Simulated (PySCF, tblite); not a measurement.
# C5H5N2O radical: geometry, infrared bands and EPR parameters

Aim: predict the infrared bands and EPR parameters of C5H5N2O radical (`[O]Cc1ccncn1`).

The runs use tblite 0.8.0 and PySCF 2.14.0, with density-fitted response routines of our own; the level of theory stands in each step. All values are computed, except where a source is named. Atoms are numbered from 0 throughout.

## Step 1: Starting geometry

13 atoms, charge 0, multiplicity 2; geometry from: force field or distance geometry start.

Bonds of the start (Å): O0–C1 1.31, C1–C2 1.55, C2–C3 1.39, C3–C4 1.37, C4–N5 1.35, N5–C6 1.34, C6–N7 1.34, N7–C2 1.35, C1–H8 1.10, C1–H9 1.12, C3–H10 1.08, C4–H11 1.08, C6–H12 1.07.

## Step 2: Relaxing the molecule with GFN2-xTB

The job: settings as JSON, then the geometry in Å.

```
{"job": {"kind": "relax", "xc": "GFN2-xTB", "basis": "xTB"}, "charge": 0, "multiplicity": 2}
O     -2.703700     0.399100    -0.317100
C     -1.947300    -0.594900     0.089900
C     -0.450100    -0.225100    -0.059000
C      0.028000     0.978200     0.442300
C      1.376300     1.202000     0.315800
N      2.227400     0.341200    -0.275800
C      1.661600    -0.785100    -0.727800
N      0.373400    -1.125900    -0.635600
H     -2.038100    -1.574000    -0.410300
H     -2.017600    -0.913300     1.158800
H     -0.638900     1.680900     0.919800
H      1.814200     2.121800     0.675000
H      2.310400    -1.504400    -1.193800
```

On the command line:

```
$ OMP_NUM_THREADS=1 python probes_run.py task.json out
```

The driver reads the jobs from task.json and runs them one after another.

**Question.** This job is followed by: GFN2-xTB harmonic vibrations, gas phase; UKS B3LYP, pcH-1 on C H N O, non-relativistic, mean-field spin-orbit, GIAO. Predict these results of the whole session: strongest single infrared mode (GFN2-xTB); zero-point energy (GFN2-xTB); g(iso) (B3LYP); ⟨S²⟩; largest a(iso) (averaged by class); surface potential, 1st and 99th percentile; property runs in this session.

**Answer**, as computed:

```
                                 quantity                                            value
strongest single infrared mode (GFN2-xTB)                             923 cm⁻¹, 185 km/mol
             zero-point energy (GFN2-xTB)                                    56.6 kcal/mol
                           g(iso) (B3LYP)                                          2.01926
                                     ⟨S²⟩                               0.754 (exact 0.75)
       largest a(iso) (averaged by class)                          1H on H8, H9, 222.0 MHz
    surface potential, 1st and 99th percentile                               -1.48 V and 1.43 V
            property runs in this session  1, of which 0 failed and 1 gave unsound results
```

What this shows: Relaxing lowered the energy by 0.230 eV in 64 steps; the close pair that moved most is C2–N7, from 1.350 to 1.315 Å. All 33 modes are real, so the xTB geometry is a minimum. The strongest single mode, at 923 cm⁻¹, is spread over many atoms; the largest shares are those of H9, H8. GFN2-xTB is a fitted tight-binding method: band positions and strengths are rough. Its intensities can rank the bands wrongly. O0 carries the largest spin population, 0.84 e. The isotropic g lies 16.9 ppt above the free-electron value. These values are not to be trusted: the run shows a large g shift, which the driver flags as unsure.
